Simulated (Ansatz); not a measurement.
# SnH2O2 (SMILES [OH][Sn][OH]): RPA@PBE0/def2-SVP (core potential)

What is the vertical ionisation energy of SnH2O2 at RPA@PBE0/def2-SVP (core potential)? 

The calculation is run with Ansatz 0.2.0.

45 further runs of the same task are left out: 45 set aside as unsound or not needed.

## (1) The system as given

SnH2O2: 5 atoms, total charge 0, spin state singlet. SMILES: `[OH][Sn][OH]`. The coordinates come from a PBE0-D4/def2-TZVP relaxation. This is one conformer, not always the lowest.

Bond lengths: O1–Sn2 1.987 Å, Sn2–O3 1.966 Å, O1–H4 0.960 Å, O3–H5 0.964 Å. Angles: O1–Sn2–O3 91.9°, Sn2–O1–H4 116.9°, Sn2–O3–H5 111.9°.

## (2) A single-point energy at RPA@PBE0/def2-SVP (core potential)

Input file in.yaml:

```yaml
crystal:
  periodic: [false, false, false]
  atoms:
    - symbol: O
      position_ang: [-0.984300, 0.177800, -0.613800]
    - symbol: Sn
      position_ang: [-0.153700, -0.943900, 0.800900]
    - symbol: O
      position_ang: [1.561800, 0.002900, 0.636100]
    - symbol: H
      position_ang: [-1.901200, -0.005600, -0.831400]
    - symbol: H
      position_ang: [1.527200, 0.695100, -0.033300]
basis:
  gaussian:
    orbitals: def2-SVP
hamiltonian:
  xc: {name: PBE0}
correlation:
  method: rpa
  frozen_orbitals: {H: 0, O: 1, Sn: 4}
accuracy: high
```

Command:

```console
ansatz run in.yaml --threads 1 --pin off --max-ram 3480MiB --events-out events.jsonl --progress --plain --runs-dir runs
```

Output:

```text
Warning: RAYON_NUM_THREADS=1 ignored (pool sized by the plan → 1); use --threads N
Functional definition: PBE0
  name "PBE0"
  parameter a = 0.25
  parameter kappa = 0.804
  parameter beta = 0.06672455060314922
  exchange = (1 - a)*pbe_x(kappa = kappa, mu = beta*pi^2/3) + a*exact_x
  correlation = pbe_c(beta = beta)
1456 factors; integrals over basis functions are off by at most 3.2e-9 eV
mean field evaluation 1: about -9941.5702 eV, gradient 7.3e1 eV
mean field evaluation 2: about -9941.6571 eV, gradient 7.3e1 eV
mean field evaluation 4: about -9951.2039 eV, gradient 1.1e1 eV
mean field evaluation 8: about -9951.5665 eV, gradient 4.0e-1 eV
mean field evaluation 16: about -9951.5817 eV, gradient 5.9e-5 eV
mean field evaluation 32: about -9934.4578 eV, gradient 2.6e1 eV
mean field -9951.58168604 eV, -365.7138815375 hartree, gradient 5.3e-8 eV, S^2 0.000000; 0 other end points of the search recorded, 0 dependent functions left out
6 core orbitals not correlated: weight in the atoms' cores, before any rotation towards them, 1.000 or more for the frozen orbitals, at most 0.000 for the correlated occupied ones
reference -9908.44055600 eV, -364.1284742507 hartree; 14, 14 occupied and 44, 44 virtual orbitals, 1456 factors
Total energy: -9926.39124857 eV, -364.7881500353 hartree
```

It took 9.9 s on 1 thread of Arm Neoverse V1, shared host; peak memory 0.23 GiB.

## (3) The doublet cation

Input file in.yaml:

```yaml
crystal:
  periodic: [false, false, false]
  atoms:
    - {symbol: O, position_ang: [-0.984300, 0.177800, -0.613800]}
    - {symbol: Sn, position_ang: [-0.153700, -0.943900, 0.800900]}
    - {symbol: O, position_ang: [1.561800, 0.002900, 0.636100]}
    - {symbol: H, position_ang: [-1.901200, -0.005600, -0.831400]}
    - {symbol: H, position_ang: [1.527200, 0.695100, -0.033300]}
basis:
  gaussian:
    orbitals: def2-SVP
accuracy: high
hamiltonian:
  xc: pbe0
correlation:
  method: rpa
  frozen_orbitals: {H: 0, O: 1, Sn: 4}
total_charge: 1
magnetization:
  spin_polarized: true
  initial_magnetization: 1
```

Command:

```console
ansatz run in.yaml --threads 1 --pin off --max-ram 3480MiB --events-out events.jsonl --progress --plain --runs-dir runs
```

Output (excerpt; [...] marks lines left out):

```text
Warning: RAYON_NUM_THREADS=1 ignored (pool sized by the plan → 1); use --threads N
[... 2 set-up lines as earlier in the session ...]
[...]
1456 factors; integrals over basis functions are off by at most 3.2e-9 eV
[...]
mean field -9942.00363660 eV, -365.3618947130 hartree, gradient 3.9e-8 eV, S^2 0.761424; 7 other end points of the search recorded, 0 dependent functions left out
6 core orbitals not correlated: weight in the atoms' cores, before any rotation towards them, 1.000 or more for the frozen orbitals, at most 0.000 for the correlated occupied ones
reference -9899.26538756 eV, -363.7912930296 hartree; 14, 13 occupied and 44, 45 virtual orbitals, 1456 factors
Total energy: -9917.01478147 eV, -364.4435712250 hartree
```

Wall time 22 s (1 thread of Arm Neoverse V1, shared host); peak memory 0.32 GiB.

## (4) Summary of results

Level: RPA@PBE0/def2-SVP (core potential), 6 core orbitals frozen.

```
                                          quantity          value
                      singlet SnH2O2: total energy  -364.78815 Eh
  singlet SnH2O2: RPA correlation energy (valence)     -659.7 mEh
                      doublet cation: total energy  -364.44357 Eh
  doublet cation: RPA correlation energy (valence)     -652.3 mEh
 doublet cation: ⟨S²⟩ of the reference determinant          0.761
vertical ionisation energy (to the doublet cation)       9.376 eV
```

What this shows: The vertical ionisation energy comes to 9.38 eV (216 kcal/mol).
